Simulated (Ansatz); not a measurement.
# BH₅N₂S: one species, many methods

The task here is to estimate one member of a computed series from the others.

The runs use Ansatz 0.2.0, Gaussian basis; functionals in def2-TZVPP, the program's frozen cores in correlated methods.

Levels to be run: LDA (SPW92), PBE-D4, revPBE-D4, BLYP-D4, r2SCAN-D4, B97M-V, PBE0-D4, B3LYP-D4, r2SCANh-D4, r2SCAN0-D4, HSE06-D4, BHLYP-D4, CAM-B3LYP-D4, LC-ωPBE, ωB97X-V, ωB97M-V, B2PLYP, PBE-QIDH; CCSD(T)/def2-SVP; CCSD(T)/def2-TZVPP; MP2/def2-QZVPP; extrapolation to the limit; RPA on PBE.

## The relaxed structure

All runs share one geometry, relaxed beforehand with PBE0-D4 in a triple-zeta def2 set.

SMILES `NB(N)S`, 9 atoms, charge 0, spin multiplicity 1.

Atoms are counted from 1 here; the program's logs count them from 0.

Bond lengths: N1–B2 1.411 Å, N1–H5 1.004 Å, N1–H6 1.002 Å, B2–N3 1.411 Å, B2–S4 1.844 Å, N3–H7 1.003 Å, N3–H8 1.004 Å, S4–H9 1.340 Å. Angles: B2–N1–H5 122.9°, B2–N1–H6 123.2°, H5–N1–H6 113.8°, N1–B2–N3 122.3°, N1–B2–S4 121.3°, N3–B2–S4 116.4°, B2–N3–H7 122.8°, B2–N3–H8 123.3°, H7–N3–H8 113.9°, B2–S4–H9 97.0°.

The first run:

The input, in.yaml:

```yaml
crystal:
  periodic: [false, false, false]
  atoms:
    - {symbol: N, position_ang: [0.043110, 1.056336, -0.636372]}
    - {symbol: B, position_ang: [-0.027552, -0.118324, 0.142199]}
    - {symbol: N, position_ang: [0.800700, -1.234397, -0.098977]}
    - {symbol: S, position_ang: [-1.208795, -0.262919, 1.551415]}
    - {symbol: H, position_ang: [0.653353, 1.149107, -1.428805]}
    - {symbol: H, position_ang: [-0.454041, 1.896263, -0.409277]}
    - {symbol: H, position_ang: [0.697311, -2.103477, 0.390626]}
    - {symbol: H, position_ang: [1.543356, -1.234220, -0.774411]}
    - {symbol: H, position_ang: [-1.958942, 0.805233, 1.246299]}
basis:
  gaussian: {orbitals: def2-TZVPP}
hamiltonian: {xc: lda}
output: {orbitals: {seedname: orbitals}}
```

Among the steps run: LDA; PBE-D4 (GGA); revPBE-D4 (GGA); BLYP-D4 (GGA); r2SCAN-D4 (meta-GGA); B97M-V (meta-GGA); PBE0-D4 (hybrid); B3LYP-D4 (hybrid); r2SCANh-D4 (hybrid); r2SCAN0-D4 (hybrid); HSE06-D4 (hybrid); BHLYP-D4 (hybrid); CAM-B3LYP-D4 (range-separated); LC-ωPBE-D4 (range-separated; the results give it without D4); ωB97X-V (range-separated); ωB97M-V (range-separated); B2PLYP (double hybrid); PBE-QIDH (double hybrid).

One of the session's tables, all rows but one given; the rest of the session is left out.

It belongs to the step «Frontier levels by functional». 

```
  functional  HOMO (eV)  LUMO (eV)  gap (eV)
 LDA (SPW92)      -5.70      -0.52      5.18
      PBE-D4      -5.57      -0.35      5.22
   revPBE-D4      -5.52      -0.27      5.26
     BLYP-D4      -5.41      -0.35      5.06
   r2SCAN-D4      -5.87       0.18      6.05
      B97M-V      -5.95      -0.17      5.78
     PBE0-D4      -6.84       0.50      7.33
    B3LYP-D4      -6.58       0.16      6.74
  r2SCANh-D4      -6.33       0.47      6.81
  r2SCAN0-D4          ?          ?         ?
    HSE06-D4      -6.43       0.13      6.56
    BHLYP-D4      -7.95       1.14      9.09
CAM-B3LYP-D4      -8.17       1.29      9.46
     LC-ωPBE      -9.60       2.61     12.21
     ωB97X-V      -9.22       2.39     11.61
     ωB97M-V      -9.05       1.95     11.00
```

**Question.** Estimate the row for r2SCAN0-D4.

Worked estimate for «HOMO (eV)». Against the share of exact exchange, r2SCAN-D4 (0, -5.87), r2SCANh-D4 (0.1, -6.33) give a slope of -4.60 per unit share; at 0.25 the line stands at -7.02.

As computed: HOMO (eV): -7.03; LUMO (eV): 0.88; gap (eV): 7.91. In «HOMO (eV)» the line misses by +0.01.
